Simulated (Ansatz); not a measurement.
# GdSnGe: the cost of one run

Method: DFT PBEsol, scalar-relativistic, plane waves, PAW, in Ansatz 0.2.0.

**1. The system as given**

The cell holds 23 atoms (Gd8Ge8Sn7): a = 8.539 Å, b = 9.128 Å, c = 9.311 Å, α = 60.65°, β = 76.75°, γ = 62.11°.

As a file:

```
CELL_PARAMETERS angstrom
8.53874 0.00000 0.00000
4.26937 0.00000 -8.06773
2.13468 8.11549 -4.03387
ATOMIC_POSITIONS crystal
Gd 0.31250 0.78086 0.18829
Gd 0.56250 0.28086 0.18829
Gd 0.81250 0.78086 0.18829
Gd 0.06250 0.28086 0.18829
Gd 0.43750 0.71914 0.81171
Gd 0.68750 0.21914 0.81171
Gd 0.93750 0.71914 0.81171
Gd 0.18750 0.21914 0.81171
Ge 0.31250 0.42756 0.89488
Ge 0.56250 0.92756 0.89488
Ge 0.81250 0.42756 0.89488
Ge 0.06250 0.92756 0.89488
Ge 0.43750 0.07244 0.10512
Ge 0.68750 0.57244 0.10512
Ge 0.93750 0.07244 0.10512
Ge 0.18750 0.57244 0.10512
Sn 0.56250 0.63224 0.48553
Sn 0.81250 0.13224 0.48553
Sn 0.06250 0.63224 0.48553
Sn 0.43750 0.36776 0.51447
Sn 0.68750 0.86776 0.51447
Sn 0.93750 0.36776 0.51447
Sn 0.18750 0.86776 0.51447
```

The host was relaxed before at PBEsol: a = 4.269 Å, b = 16.231 Å, c = 4.034 Å, α = 90.00°, β = 90.00°, γ = 90.00° (conventional cell), 23.294 Å³/atom.

Places, in fractions of the supercell: a vacancy on Sn at (0.312, 0.132, 0.486). The start keeps the symmetry of the ideal site.

**2. The perfect crystal in the supercell of 24 atoms**

input.yaml reads:

```yaml
crystal:
  lattice:
    - [8.538735857, 0.0, 0.0]
    - [4.2693679285, 0.0, -8.0677324002]
    - [2.1346839643, 8.1154856499, -4.0338662001]
  atoms:
    - { symbol: Gd, position: [0.3125, 0.7808572187, 0.1882855626], spin: 7.67 }
    - { symbol: Gd, position: [0.5625, 0.2808572187, 0.1882855626], spin: 7.67 }
    - { symbol: Gd, position: [0.8125, 0.7808572187, 0.1882855626], spin: 7.67 }
    - { symbol: Gd, position: [0.0625, 0.2808572187, 0.1882855626], spin: 7.67 }
    - { symbol: Gd, position: [0.4375, 0.7191427813, 0.8117144374], spin: 7.67 }
    - { symbol: Gd, position: [0.6875, 0.2191427813, 0.8117144374], spin: 7.67 }
    - { symbol: Gd, position: [0.9375, 0.7191427813, 0.8117144374], spin: 7.67 }
    - { symbol: Gd, position: [0.1875, 0.2191427813, 0.8117144374], spin: 7.67 }
    - { symbol: Ge, position: [0.3125, 0.4275579891, 0.8948840217] }
    - { symbol: Ge, position: [0.5625, 0.9275579891, 0.8948840217] }
    - { symbol: Ge, position: [0.8125, 0.4275579891, 0.8948840217] }
    - { symbol: Ge, position: [0.0625, 0.9275579891, 0.8948840217] }
    - { symbol: Ge, position: [0.4375, 0.0724420109, 0.1051159783] }
    - { symbol: Ge, position: [0.6875, 0.5724420109, 0.1051159783] }
    - { symbol: Ge, position: [0.9375, 0.0724420109, 0.1051159783] }
    - { symbol: Ge, position: [0.1875, 0.5724420109, 0.1051159783] }
    - { symbol: Sn, position: [0.3125, 0.1322364941, 0.4855270118] }
    - { symbol: Sn, position: [0.5625, 0.6322364941, 0.4855270118] }
    - { symbol: Sn, position: [0.8125, 0.1322364941, 0.4855270118] }
    - { symbol: Sn, position: [0.0625, 0.6322364941, 0.4855270118] }
    - { symbol: Sn, position: [0.4375, 0.3677635059, 0.5144729882] }
    - { symbol: Sn, position: [0.6875, 0.8677635059, 0.5144729882] }
    - { symbol: Sn, position: [0.9375, 0.3677635059, 0.5144729882] }
    - { symbol: Sn, position: [0.1875, 0.8677635059, 0.5144729882] }
basis:
  ecutwfc: 420
  xc_grid: 2
kpoints:
  mp_grid: { grid: [3, 3, 3], shift: [0.0, 0.0, 0.0] }
hamiltonian:
  xc: pbesol
scf:
  occupations: { method: gaussian, width: 0.05 }
  lower_state_search: "off"
output:
  forces: true
  stress: true
  eigenvalues: true
  populations: true
  write_density: true
  write_potential: true
  elf: true
  volumetric_format: npy
magnetization:
  spin_polarized: true
```

On the command line:

```console
ansatz run input.yaml --threads 8 --pin off --max-ram 14336MiB --backend cpu --events-out ev --progress --plain --runs-dir out
```

Q: Estimate wall time and peak memory on 8 threads of Arm Neoverse V1, shared host.

About 69 s, with a peak of 6.1 GiB.
